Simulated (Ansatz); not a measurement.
# Cl3H3InSi: the cost of one run

All numbers below are computed with Ansatz 0.2.0 (UKS PBE/def2-SVP).

## (1) Starting point

Bond lengths: In1–Cl2 2.690 Å, In1–Cl3 2.440 Å, In1–Cl4 2.440 Å, Cl2–Si5 2.430 Å, Si5–H6 1.460 Å, Si5–H7 1.460 Å, Si5–H8 1.460 Å. Angles: In1–Cl2–Si5 180.0°, Cl2–In1–Cl3 120.0°, Cl2–In1–Cl4 120.0°, Cl3–In1–Cl4 120.0°, Cl2–Si5–H6 109.5°, Cl2–Si5–H7 109.5°, Cl2–Si5–H8 109.5°, H6–Si5–H7 109.4°, H6–Si5–H8 109.4°, H7–Si5–H8 109.4°.

Structure file:

```xyz
8

In    0.0000    0.0000    0.0000
Cl    0.0000    0.0000    2.6900
Cl    2.1130    0.0000   -1.2200
Cl   -2.1130    0.0000   -1.2200
Si    0.0000    0.0000    5.1200
H    -0.7436   -1.1581    5.6074
H     1.3747   -0.0649    5.6074
H    -0.6311    1.2230    5.6074
```

## (2) A restrained relaxation towards end A

Springs on the bonds that form and break draw the guess towards this end; the thresholds are loose.

input.yaml

```yaml
crystal:
  periodic: [false, false, false]
  atoms:
    - { symbol: In, position_ang: [0.0, 0.0, 0.0] }
    - { symbol: Cl, position_ang: [0.0, 0.0, 2.69] }
    - { symbol: Cl, position_ang: [2.113, 0.0, -1.22] }
    - { symbol: Cl, position_ang: [-2.113, 0.0, -1.22] }
    - { symbol: Si, position_ang: [0.0, 0.0, 5.12] }
    - { symbol: H, position_ang: [-0.7436, -1.1581, 5.6074] }
    - { symbol: H, position_ang: [1.3747, -0.0649, 5.6074] }
    - { symbol: H, position_ang: [-0.6311, 1.223, 5.6074] }
magnetization:
  spin_polarized: true
  initial_magnetization: 1
basis:
  gaussian: { orbitals: def2-SVP }
hamiltonian:
  xc: pbe
relax:
  f_tol: 0.15
  max_steps: 25
  restrain:
    - { distance: [1, 4], at: 3.33, k: 30.0 }
    - { distance: [0, 1], at: 2.44, k: 30.0 }
```

Launch:

```bash
$ ansatz run input.yaml --threads 4 --pin off --max-ram 5120MiB --backend cpu --events-out ev --progress --plain --runs-dir out
```

**Question.** How long does this run take on 4 threads of Arm Neoverse V1, shared host, and how much memory does it need?

About 18 s, with a peak of 0.21 GiB.
